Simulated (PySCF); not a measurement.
# AsP2Sb (PPAsSb tetrahedron): the cost of one run

Computed with PySCF 2.14.0 and routines of our own; the level stands in each step. Atoms count from 0.

### Step 1. The system as given

4 atoms, charge 0, multiplicity 1; geometry from: GFN2-xTB.

### Step 2. Optimising the geometry at PBE0-D3(BJ)/def2-SVP

Job settings and geometry (Å):

```
{"job": {"xc": "PBE0", "basis": "def2-SVP", "d3": "d3bj", "grid": 1, "maxiter": 30, "shake": 0.03, "kind": "geom"}, "charge": 0, "multiplicity": 1}
P     -1.134740     0.370320    -0.482190
P     -0.371400    -0.857490     1.011940
As     0.597520     1.146690     0.592160
Sb     0.991910    -0.749960    -1.152380
```

Command:

```sh
OMP_NUM_THREADS=1 python heavy_run.py task.json out
```

The driver reads the jobs from task.json and runs them one after another.

Q: Estimate the wall time and peak memory of this first job on 1 thread of Arm Neoverse V1, shared host.

About 43 s, with a peak of 0.38 GiB.
